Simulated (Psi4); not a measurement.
# Si2NH6F (SMILES F[SiH2]N[SiH3]) at HF/3-21G

What is the energy change on altering one bond length of Si2NH6F at HF/3-21G? 

Program for the calculation: Psi4 1.11.

2 further runs of the same task are left out: 2 set aside as unsound or not needed.

### 1 The molecule

The species is Si2NH6F (10 atoms), meant as a singlet with charge 0. SMILES: `F[SiH2]N[SiH3]`. The shape is that of a PBE0-D4/def2-TZVP optimisation. This is one conformer, not always the lowest.

Bond lengths: F1–Si2 1.602 Å, Si2–N3 1.706 Å, N3–Si4 1.733 Å, Si2–H5 1.480 Å, Si2–H6 1.478 Å, N3–H7 1.011 Å, Si4–H8 1.487 Å, Si4–H9 1.487 Å, Si4–H10 1.483 Å. Some angles: F1–Si2–N3 112.6°, Si2–N3–Si4 128.2°, F1–Si2–H5 106.0°, F1–Si2–H6 106.5°, N3–Si2–H5 109.3°, N3–Si2–H6 108.9°, Si2–N3–H7 115.6°, Si4–N3–H7 115.9°, N3–Si4–H8 110.9°, N3–Si4–H9 112.0°.

### 2 Energy and gradient at HF/3-21G

Contents of fh6nsi2.xyz:

```xyz
10
FH6NSi2
F     -1.561500     0.994300    -1.776700
Si    -0.375000     1.301800    -0.745900
N      0.514800    -0.094800    -0.335900
Si     0.194800    -1.236100     0.928700
H      0.517200     2.267200    -1.426700
H     -1.010100     1.839400     0.475900
H      1.264300    -0.336200    -0.970000
H      1.391500    -1.422100     1.791600
H     -0.186300    -2.569800     0.392000
H     -0.924400    -0.683300     1.730300
```

Contents of fh6nsi2.py:

```python
import psi4

psi4.set_memory('1600 MB')
psi4.set_num_threads(1)
psi4.set_output_file('run.log', False)

with open('fh6nsi2.xyz') as f:
    atoms = ''.join(f.readlines()[2:])
molecule = psi4.geometry('0 1\n' + atoms + 'symmetry c1\nno_reorient\nno_com')

psi4.set_options(dict(puream=True, e_convergence=1e-09, d_convergence=1e-08, scf_type='pk'))

energy_value = psi4.gradient('hf/3-21G')
print('gradient / Eh bohr^-1')
print(energy_value.np.round(6))
```

Launch:

```sh
$ python fh6nsi2.py
```

run.log:

```text
[...]
  Running in c1 symmetry.
[...]
  Nuclear repulsion =  227.547223708042310
[...]
  Multiplicity = 1
[...]
  Nalpha       = 25
  Nbeta        = 25
[...]
    Number of basis functions: 56
[...]
   @RHF iter   1:  -731.34770488456923   -9.13608e-01   7.69215e-03 DIIS/ADIIS
[...]
   @RHF iter  10:  -731.43192407180732   -6.02540e-12   7.07224e-09 DIIS
[...]
    Orbital Energies [Eh]
    ---------------------
    Doubly Occupied:
       1A    -68.368632     2A    -68.323528     3A    -26.125947
       4A    -15.473103     5A     -6.167435     6A     -6.130193
       7A     -4.264187     8A     -4.263931     9A     -4.263544
      10A     -4.226656    11A     -4.226028    12A     -4.225753
      13A     -1.553873    14A     -1.145848    15A     -0.767740
      16A     -0.738929    17A     -0.652849    18A     -0.632704
      19A     -0.628794    20A     -0.585048    21A     -0.524730
      22A     -0.508372    23A     -0.486892    24A     -0.473147
      25A     -0.410481
[...]
  @RHF Final Energy:  -731.43192407180732
   => Energetics <=
    Nuclear Repulsion Energy =            227.5472237080423099
    One-Electron Energy =               -1467.6216055438176227
    Two-Electron Energy =                 508.6424577639679114
    Total Energy =                       -731.4319240718073161
[...]
 Multipole Moments:
 ------------------------------------------------------------------------------------
     Multipole            Electronic (a.u.)      Nuclear  (a.u.)        Total (a.u.)
 ------------------------------------------------------------------------------------
 L = 1.  Multiply by 2.5417464519 to convert [e a0] to [Debye]
 Dipole X            :         23.2952150          -22.5264803            0.7687347
 Dipole Y            :        -15.7848280           15.6849158           -0.0999122
 Dipole Z            :         26.3103640          -26.0580005            0.2523635
 Magnitude           :                                                    0.8152441
[...]
  -Total Gradient:
     Atom            X                  Y                   Z
    ------   -----------------  -----------------  -----------------
       1        0.019692134725     0.005293880202     0.017658396479
       2       -0.010258043755    -0.020441500042    -0.011364052274
       3       -0.009946672985     0.003090864149     0.011559467563
       4       -0.001095139902     0.010206269560    -0.009676945198
       5        0.000446231084     0.000500689225    -0.002036389778
       6       -0.002447401249     0.000316600777     0.001162193033
       7        0.001684184308    -0.001370187204    -0.003356759988
       8        0.000597422464     0.000542738580    -0.001533119866
       9        0.001061863010     0.000658452092    -0.001192650877
      10        0.000265422303     0.001202192662    -0.001220139094
[...]
```

Standard output:

```text
gradient / Eh bohr^-1
[[ 0.019692  0.005294  0.017658]
 [-0.010258 -0.020442 -0.011364]
 [-0.009947  0.003091  0.011559]
 [-0.001095  0.010206 -0.009677]
 [ 0.000446  0.000501 -0.002036]
 [-0.002447  0.000317  0.001162]
 [ 0.001684 -0.00137  -0.003357]
 [ 0.000597  0.000543 -0.001533]
 [ 0.001062  0.000658 -0.001193]
 [ 0.000265  0.001202 -0.00122 ]]
```

It took 1.9 s on 1 thread of Intel Xeon 6975P-C (Granite Rapids), shared host; peak memory 0.2 GiB.

### 3 The distorted shape: a single-point energy at HF/3-21G

Contents of fh6nsi2.xyz:

```xyz
10
FH6NSi2
F     -0.218453     0.330936    -2.738625
Si     0.968047     0.638436    -1.707825
N      1.857847    -0.758164    -1.297825
Si     1.537847    -1.899464    -0.033225
H      1.860247     1.603836    -2.388625
H      0.332947     1.176036    -0.486025
H      2.607347    -0.999564    -1.931925
H      2.734547    -2.085464     0.829675
H      1.156747    -3.233164    -0.569925
H     -0.924400    -0.683300     1.730300
```

Contents of run.py:

```python
import numpy as np
from ase.calculators.psi4 import Psi4
from ase.io import read

mol = read('fh6nsi2.xyz')
calc = Psi4(atoms=mol, method='hf', basis='3-21G', memory='1600MB', num_threads=1, charge=0, multiplicity=1, label='calc')
calc.psi4.set_options({'puream': True, 'e_convergence': 1e-09, 'd_convergence': 1e-08, 'scf_type': 'pk'})
mol.calc = calc

print(f'energy: {mol.get_potential_energy():.6f} eV')
```

Launch:

```sh
$ python run.py
```

calc.dat (excerpt; [...] marks lines left out):

```text
[...]
  Running in c1 symmetry.
[...]
  Nuclear repulsion =  223.339165847144812
[...]
  Multiplicity = 1
[...]
  Nalpha       = 25
  Nbeta        = 25
[...]
    Number of basis functions: 56
[...]
   @RHF iter   1:  -731.14802379522075   -9.83681e-01   7.63950e-03 ADIIS/DIIS
[...]
   @RHF iter  11:  -731.23406650651441    4.54747e-13   3.27615e-09 DIIS
[...]
    Orbital Energies [Eh]
    ---------------------
    Doubly Occupied:
       1A    -68.390100     2A    -68.374412     3A    -26.130299
       4A    -15.494622     5A     -6.187727     6A     -6.173453
       7A     -4.283565     8A     -4.283480     9A     -4.282847
      10A     -4.270133    11A     -4.269875    12A     -4.269606
      13A     -1.557999    14A     -1.165727    15A     -0.776049
      16A     -0.736730    17A     -0.664325    18A     -0.636886
      19A     -0.633716    20A     -0.596650    21A     -0.541502
      22A     -0.524101    23A     -0.480612    24A     -0.431085
      25A     -0.292874
[...]
  @RHF Final Energy:  -731.23406650651441
   => Energetics <=
    Nuclear Repulsion Energy =            223.3391658471448125
    One-Electron Energy =               -1458.2497156544313839
    Two-Electron Energy =                 503.6764833007721336
    Total Energy =                       -731.2340665065144094
[...]
 Multipole Moments:
 ------------------------------------------------------------------------------------
     Multipole            Electronic (a.u.)      Nuclear  (a.u.)        Total (a.u.)
 ------------------------------------------------------------------------------------
 L = 1.  Multiply by 2.5417464519 to convert [e a0] to [Debye]
 Dipole X            :         -1.1791411            2.5763757            1.3972346
 Dipole Y            :          1.7802767           -2.1148405           -0.3345638
 Dipole Z            :         -6.2204342            5.9606176           -0.2598166
 Magnitude           :                                                    1.4600349
[...]
```

On the terminal:

```text
energy: -19897.892458 eV
```

Run time: 2 s. Hardware: 1 thread of Intel Xeon 6975P-C (Granite Rapids), shared host; peak memory 0.21 GiB.

### 4 Outcome

Level: HF/3-21G.

| quantity | value |
| --- | --- |
| first shape: total energy | -731.43192 Eh |
| first shape: dipole moment | 2.07 D |
| first shape: HOMO energy | -11.17 eV |
| first shape: LUMO energy | 4.30 eV |
| first shape: HOMO–LUMO gap | 15.47 eV |
| first shape: largest force on an atom | 1.387 eV/Å |
| distorted shape: total energy | -731.23407 Eh |
| distorted shape: dipole moment | 3.71 D |
| distorted shape: HOMO energy | -7.97 eV |
| distorted shape: LUMO energy | -0.78 eV |
| distorted shape: HOMO–LUMO gap | 7.19 eV |
| energy change with the Si4–H10 bond stretched from 1.483 to 3.264 Å | 5.384 eV |

**Reading.** One bond (distorted shape) is far stretched, which a spin-restricted single reference describes badly; a broken-symmetry solution may lie lower. With the Si4–H10 bond stretched from 1.483 to 3.264 Å the energy rises by 5.38 eV (519 kJ/mol). The first shape isn't relaxed at this level, so the change isn't measured from a minimum. A restricted reference can't describe the breaking bond well at this length. The largest force (first shape) is 1.39 eV/Å: the shape isn't a stationary point for this species at this level.
